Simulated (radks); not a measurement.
# Valence configurations of N

One table from this session's results is given with a row withheld; the runs are named, their logs left out.

Program: radks (a radial shooting solver on a logarithmic mesh, Libxc functionals) version 1. Level of theory: Dirac Kohn-Sham, LDA (Slater exchange, Perdew-Wang correlation), spin-unpolarised, spherical densities, finite nucleus; open shells fill j = l - 1/2 first. These are calculated values, not measurements, unless marked.

## What is computed

| Item | Value |
| --- | --- |
| element | nitrogen (Z = 7) |
| charge | 0 |
| electrons | 7 |
| configuration | [He] 2s2 2p3 |
| nuclear rms radius | 2.5582 fm |
| others tried | 2s1 2p4; 2p5; 2s1.5 2p3.5; 2s0.5 2p4.5 |

Set-up of the first run:

The run's settings:

```text
Z 7
configuration [He] 2s2 2p3
relativity Dirac
functional lda,pw
spin unpolarised
j_filling energy
nucleus finite rms 2.5582 fm
c 137.035999084
```

Steps of the session up to this table: [He] 2s2 2p3.

One of the session's tables, all rows but one given; the rest of the session is left out.

It belongs to the step «[He] 2s2 2p3». Sizes of the orbitals, from the radial functions (bohr):

```
level     <r>  outermost maximum (interpolated)  90 % within
1s1/2  0.2312                             0.149        0.415
2s1/2   1.329                              1.02         2.14
2p1/2   1.480                             0.965         2.59
2p3/2       ?                                 ?            ?
```

Q: Estimate the row for 2p3/2 from the others.

**Answer.** <r>: 1.482; outermost maximum (interpolated): 0.966; 90 % within: 2.60. In the column «<r>» it is the highest.
